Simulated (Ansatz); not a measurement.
# Ni (bcc type): the cost of one run

Program: Ansatz 0.2.0. Level of theory: DFT LDA, with the methods named in each step. These are calculated values, not measurements.

This is Ni in the bcc structure; at room conditions it is fcc.

1 further run of the same task is left out (set aside as unsound or not needed). Runs told in other sessions of the task aren't counted.

## Step 1: Starting point

The structure is cubic, space group Im-3m (No. 229). Conventional cell: a = 2.722 Å, b = 2.722 Å, c = 2.722 Å, α = 90.00°, β = 90.00°, γ = 90.00°. Around Ni (site symmetry m-3m) lie 8 Ni at 2.36 Å.

Coordinates:

```
CELL_PARAMETERS angstrom
-1.36100 1.36100 1.36100
1.36100 -1.36100 1.36100
1.36100 1.36100 -1.36100
ATOMIC_POSITIONS crystal
Ni 0.00000 0.00000 0.00000
```

Whether this phase is the stable one at these pressures isn't tested.

## Step 2: The reference volume, LAPW

input.yaml

```yaml
crystal:
  lattice:
    - [-1.3610010292, 1.3610010292, 1.3610010292]
    - [1.3610010292, -1.3610010292, 1.3610010292]
    - [1.3610010292, 1.3610010292, -1.3610010292]
  atoms:
    - { symbol: Ni, position: [0.0, 0.0, 0.0], spin: 1.0 }
magnetization:
  spin_polarized: true
kpoints:
  mp_grid: { grid: [22, 22, 22] }
  band_path:
    path:
      - [0.0, 0.0, 0.0]
      - [0.5, -0.5, 0.5]
      - [0.0, 0.0, 0.5]
      - [0.0, 0.0, 0.0]
      - [0.25, 0.25, 0.25]
      - [0.5, -0.5, 0.5]
      - [0.25, 0.25, 0.25]
      - [0.0, 0.0, 0.5]
    npoints: 14
scf:
  occupations: { method: fermi_dirac, width: 0.1 }
hamiltonian:
  xc: lda
  pseudopotentials: { kind: all_electron, lapw: { basis_error: 0.001 } }
output:
  forces: true
  stress: true
  eigenvalues: true
  populations: true
  dos: { projected: true, de: 0.2, e_range: [-14, 8] }
```

Command:

```
$ ansatz run input.yaml --threads 1 --pin off --max-ram 3072MiB --backend cpu --events-out ev --progress --plain --runs-dir out
```

Q: Estimate wall time and peak memory on 1 thread of Arm Neoverse V2, shared host.

About 47 s, with a peak of 0.58 GiB.
